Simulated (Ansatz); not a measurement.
C2H6FNSe, SMILES CC(N)(F)[SeH], a ladder of methods at one geometry

With Ansatz 0.2.0, Python API.

Typed at the interpreter:
```pycon
>>> from pathlib import Path
>>> import ansatz as az
>>> import numpy as np
>>> BASIS = "def2-SVP"
>>> molecule = (
...     az.Crystal.molecule()
...     .atom("C", (-0.9973, 0.1017, 0.5576))
...     .atom("C", (0.2637, -0.1615, -0.1728))
...     .atom("N", (1.3421, 0.5142, 0.4904))
...     .atom("F", (0.5567, -1.5169, -0.1792))
...     .atom("Se", (0.164, 0.463, -2.0357))
...     .atom("H", (-1.2332, 1.2574, 0.555))
...     .atom("H", (-0.9774, -0.2186, 1.5972))
...     .atom("H", (-1.8511, -0.3416, 0.0236))
...     .atom("H", (2.2598, 0.2995, 0.0321))
...     .atom("H", (1.4802, 0.1019, 1.4838))
...     .atom("H", (-0.9422, -0.556, -2.3314))
... )
>>> model = molecule.calculation().basis(gaussian=BASIS)
>>> print("functional    E (Ha)        dipole (D)   HOMO (eV)  LUMO (eV)")
functional    E (Ha)        dipole (D)   HOMO (eV)  LUMO (eV)
>>> for name in ["cam_b3lyp", "pbe0", "revpbe", "hse06"]:
...     summary = model.functional(name).forces().orbitals().run(threads=1, runs_dir="runs").report
...     lines = Path(summary["orbitals_path"]).read_text().splitlines()
...     field_of = lambda key: [line.split("=")[1].strip() for line in lines if line.startswith(key)]
...     orbitals = [(27.211386 * float(e), s, float(n)) for e, s, n in zip(field_of("Ene="), field_of("Spin="), field_of("Occup="))]
...     homo = max(e for e, _, n in orbitals if n > 0.5)
...     lumo = min(e for e, _, n in orbitals if n < 0.5)
...     dipole = 4.803205 * np.linalg.norm(summary["charge_distribution"]["dipole_moment_e_ang"])
...     print(f"{name:10s} {summary['free_energy_ev'] / 27.211386246:14.6f} {dipole:9.3f} {homo:11.3f} {lumo:10.3f}")
...
cam_b3lyp    -2635.513471     1.166      -7.955      0.951
pbe0         -2634.952737     1.251      -6.659     -0.180
revpbe       -2635.215056     1.233      -5.329     -0.998
hse06        -2634.944616     1.252      -6.258     -0.564
```

Reading the output:
- These settings explore the input space; basis and method may be short of convergence.
- The geometry is a force-field or estimated start, not a minimum of this method, and the basis set is short of its limit. A lower total doesn't mark the better method: functionals have no common bound, and MP2 and coupled cluster aren't variational.
- Levels such as HOMO and LUMO are orbital energies: with these approximate functionals they aren't the ionisation energy and electron affinity, and their gap isn't the fundamental gap.
- hse06 follows the composition of plane-wave codes, whose totals differ by tens of mHa, up to about 0.1 Ha, from the form usual in Gaussian-basis programs (wpbeh).
- Run time: 22 s on 1 thread of Arm Neoverse V2, with other jobs on the host, peak memory 0.39 GiB.
